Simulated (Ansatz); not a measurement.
# C3ClN3Sn: up Jacob's ladder to CCSD(T)

How much do the methods differ for C3ClN3Sn? The plan is to run it at one geometry with functionals of several rungs and with coupled cluster. The yardstick is the atomisation energy at the CCSD(T) limit.

Program: Ansatz 0.2.0, Gaussian basis. Level of theory: functionals in def2-TZVPP, the program's frozen cores in correlated methods. These are calculated values, not measurements.

Plan: LDA (SPW92), PBE-D4, revPBE-D4, BLYP-D4, r2SCAN-D4, B97M-V, PBE0-D4, B3LYP-D4, r2SCANh-D4, r2SCAN0-D4, HSE06-D4, BHLYP-D4, CAM-B3LYP-D4, LC-ωPBE, ωB97X-V, ωB97M-V, B2PLYP, PBE-QIDH; CCSD(T)/def2-SVP; CCSD(T)/def2-TZVPP; MP2/def2-QZVPP; extrapolation to the limit; RPA on PBE.

## 1. The relaxed structure

All runs share one geometry, relaxed beforehand with PBE0-D4 in a triple-zeta def2 set. Sn takes the def2 core potential; no spin-orbit term is included.

SMILES `N#[C][Sn]([Cl])([C]#N)[C]#N`, 8 atoms, charge 0, spin multiplicity 1.

Atoms are counted from 1 here; the program's logs count them from 0.

Bond lengths: N1–C2 1.151 Å, C2–Sn3 2.078 Å, Sn3–Cl4 2.275 Å, Sn3–C5 2.078 Å, Sn3–C7 2.078 Å, C5–N6 1.151 Å, C7–N8 1.151 Å. Angles: N1–C2–Sn3 179.5°, C2–Sn3–Cl4 109.6°, C2–Sn3–C5 109.3°, C2–Sn3–C7 109.3°, Cl4–Sn3–C5 109.7°, Cl4–Sn3–C7 109.7°, C5–Sn3–C7 109.3°, Sn3–C5–N6 179.7°, Sn3–C7–N8 179.6°.

As a file:

| atom | x (Å) | y (Å) | z (Å) |
| --- | --- | --- | --- |
| N1 | 2.8022 | 0.0996 | 1.3885 |
| C2 | 1.8361 | 0.0683 | 0.7636 |
| Sn3 | 0.1015 | 0.0067 | -0.3783 |
| Cl4 | 0.6372 | 0.0860 | -2.5881 |
| C5 | -1.0992 | 1.6307 | 0.1090 |
| N6 | -1.7637 | 2.5326 | 0.3733 |
| C7 | -0.9260 | -1.7525 | 0.0292 |
| N8 | -1.4959 | -2.7285 | 0.2470 |

## 2. LDA

This LDA is Slater exchange with PW92 correlation.

in.yaml

```yaml
crystal:
  periodic: [false, false, false]
  atoms:
    - {symbol: N, position_ang: [2.802207, 0.099612, 1.388466]}
    - {symbol: C, position_ang: [1.836062, 0.068280, 0.763630]}
    - {symbol: Sn, position_ang: [0.101511, 0.006692, -0.378327]}
    - {symbol: Cl, position_ang: [0.637218, 0.085974, -2.588142]}
    - {symbol: C, position_ang: [-1.099198, 1.630677, 0.109047]}
    - {symbol: N, position_ang: [-1.763657, 2.532607, 0.373344]}
    - {symbol: C, position_ang: [-0.926007, -1.752474, 0.029175]}
    - {symbol: N, position_ang: [-1.495937, -2.728468, 0.247009]}
basis:
  gaussian: {orbitals: def2-TZVPP}
hamiltonian: {xc: lda}
output: {orbitals: {seedname: orbitals}}
```

On the command line:

```
> ansatz run in.yaml --threads 4 --pin off --events-out ev --progress --plain --max-ram 11315MiB
```

After this run come: PBE-D4 (GGA); revPBE-D4 (GGA); BLYP-D4 (GGA); r2SCAN-D4 (meta-GGA); B97M-V (meta-GGA); B3LYP-D4 (hybrid); r2SCANh-D4 (hybrid); r2SCAN0-D4 (hybrid); HSE06-D4 (hybrid); BHLYP-D4 (hybrid); CAM-B3LYP-D4 (range-separated); LC-ωPBE (range-separated); ωB97X-V (range-separated); ωB97M-V (range-separated); B2PLYP (double hybrid); PBE-QIDH (double hybrid); CCSD(T) in def2-SVP; CCSD(T) in def2-TZVPP; MP2 in def2-QZVPP; RPA on PBE orbitals.

**Question.** What will the summary of the whole plan be? Wanted: atomisation energy, CCSD(T)/CBS; farthest beyond LDA; mean size of error, GGA; mean size of error, meta-GGA; mean size of error, hybrid; mean size of error, range-separated; mean size of error, double hybrid; gap, smallest and largest; T1 diagnostic.

**Answer**, as computed:

| quantity | value |
| --- | --- |
| atomisation energy, CCSD(T)/CBS | 3665.1 kJ/mol |
| functionals within 36.7 kJ/mol (1.0 %) | B97M-V, PBE0-D4, B3LYP-D4, HSE06-D4, CAM-B3LYP-D4, LC-ωPBE, ωB97X-V, ωB97M-V, B2PLYP |
| farthest beyond LDA | BHLYP-D4 (-267.7 kJ/mol) |
| mean size of error, GGA | 109.1 kJ/mol |
| mean size of error, meta-GGA | 23.5 kJ/mol |
| mean size of error, hybrid | 102.8 kJ/mol |
| mean size of error, range-separated | 16.6 kJ/mol |
| mean size of error, double hybrid | 39.5 kJ/mol |
| gap, smallest and largest | 5.05 eV (LDA (SPW92)), 12.70 eV (LC-ωPBE) |
| T1 diagnostic | 0.0144 |
| triples share of the correlation energy | 4.9 % |

What this shows: The LDA atomisation energy is off by 658.6 kJ/mol (18 %): it overbinds. PBE-D4 is off by +202.0 kJ/mol. Double hybrids carry the basis error of their MP2 part in triple zeta, and no dispersion term here, so their miss is partly the set-up's. The rungs range-separated, meta-GGA miss on average by less than the doubt on the reference (36.7 kJ/mol), so they tie. The reference freezes the cores and leaves out spin-orbit coupling and excitations past (T), and its outer-core shells are covered unevenly, so misses under about 36.7 kJ/mol can't be ranked. All levels share the lack of spin-orbit coupling, which lowers the free heavy atoms and so the true binding. Hartree-Fock recovers 60 % of the binding; the rest is correlation. CCSD(T) in def2-SVP is off by -272.6 kJ/mol, which most functionals beat. The gap grows from 5.1 to 12.7 eV across the functionals, mostly with the share of exact exchange. Correlated methods include outer-core shells of Sn, which these sets cover unevenly.
